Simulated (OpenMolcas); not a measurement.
# Eu²⁺ among point charges: CASSCF levels and susceptibility

How does a field of 8 point charges split the states of Eu²⁺, and what χT follows?

Program: OpenMolcas 26.06. Level of theory: state-averaged CASSCF, spin-orbit coupling by RASSI with atomic mean-field integrals. These are calculated values, not measurements, unless marked.

### 1 What is computed

```
Species                           : Eu²⁺ (europium, Z = 63, 61 electrons)
Basis                             : ANO-RCC-VDZP [7s6p4d2f1g], 68 functions
Scalar Hamiltonian                : DKH2, point nucleus
Inactive shells                   : 1s 2s 2p 3s 3p 3d 4s 4p 4d 5s 5p
Active space                      : 7 electrons in 7 orbitals (4f)
Some configurations of this space : 4f7
Orbitals                          : optimised for the highest spin of each parity, averaged over all roots
```

Outer shells as boxes (Hund's rule):

4f7
```
4f [↑ ][↑ ][↑ ][↑ ][↑ ][↑ ][↑ ]
```

The ion sits among 8 point charges of -2 e arranged as a square antiprism (D4d), 2.86 Å from the ion, with a polar angle of 61.3° against the regular 57.3°.

The work runs as a chain of OpenMolcas steps in one folder; each step below is one input file. Labels, J, g values, rates, χT and fits are worked out afterwards by a script from the matrices that RASSI stores.

### 2 Basis and integrals

a.inp reads:

```
&GATEWAY
Coord
1

Eu 0.0 0.0 0.0
Basis=ANO-RCC-VDZP
Group=NoSym
NoMove
AngMom=0.0 0.0 0.0
AMFI
XField
8 Angstrom 0
2.317923 0.960115 1.372958 -2.000000
-0.960115 2.317923 1.372958 -2.000000
-2.317923 -0.960115 1.372958 -2.000000
0.960115 -2.317923 1.372958 -2.000000
2.317923 -0.960115 -1.372958 -2.000000
0.960115 2.317923 -1.372958 -2.000000
-2.317923 0.960115 -1.372958 -2.000000
-0.960115 -2.317923 -1.372958 -2.000000
&SEWARD
```

Started as:

```
> OMP_NUM_THREADS=1 MOLCAS_MEM=2252 MOLCAS_PROJECT=a pymolcas a.inp > a.log
```

### 3 Reference wave functions, octets, 1 root

a.inp reads:

```
&RASSCF
FileOrb=start.orb
Symmetry=1
Spin=8
nActEl=7 0 0
Inactive=27
Ras2=7
CIRoot=1 1 1
SDav=1
CIMx=300
Iter=120 100
PrWF=0.3
OrbListing=Nothing
MaxOrb=0
>>> COPY $Project.JobIph JOB001
```

start.orb holds the contracted functions of the basis, ordered by shell, or the orbitals of the step before.

### 4 CASSCF: sextets, 48 roots

a.inp reads:

```
&RASSCF
FileOrb=start.orb
Symmetry=1
Spin=6
nActEl=7 0 0
Inactive=27
Ras2=7
CIRoot=48 48 1
SDav=48
CIMx=300
Iter=120 100
PrWF=0.3
OrbListing=Nothing
MaxOrb=0
CIOnly
>>> COPY $Project.JobIph JOB002
```

### 5 RASSI: spin-orbit coupling between the states

a.inp reads:

```
&RASSI
NrOfJobIphs=2 1 21
1
1 2 3 4 5 6 7 8 9 10 11 12 13 14 15 16 17 18 19 20 21
IphNames
JOB001
JOB002
EJob
SpinOrbit
DIPRint=1.0
SOCoupling=1000.0
Subsets=2
Property=9
'ANGMOM' 1 'ANGMOM' 2 'ANGMOM' 3 'MLTPL  1' 1 'MLTPL  1' 2 'MLTPL  1' 3
'AMFI' 1 'AMFI' 2 'AMFI' 3
SOProperty=3
'ANGMOM' 1 'ANGMOM' 2 'ANGMOM' 3
```

What does the calculation give? Wanted: spin-free ground state; lowest level; next level.

As calculated:

| quantity | value |
| --- | --- |
| method | CASSCF |
| spin-free ground state | octet, 1-fold in its orbital part |
| lowest level | 2-fold, g = 2.00, 7.99, 7.99 |
| next level | 0.6 cm⁻¹ |
| χT at 300 K | 7.86 cm³ K/mol |
| effective moment at 300 K | 7.93 μB |

The spin-free ground state (octet) comes to 100 % from free-ion S terms and keeps the highest spin of the shell. The sextets rest on orbitals optimised for another spin in at least one step, which raises them against the optimised states. Not all states of the active space went into the spin-orbit step. Terms of lower spin are left out of the spin-orbit mixing, so the small splitting that they give the half-filled shell's ground term is missing or unsound. High states of lower spin are left out of the spin-orbit mixing, and CASSCF puts spin-flip levels too high. This is an electrostatic model: the charges have no orbitals.
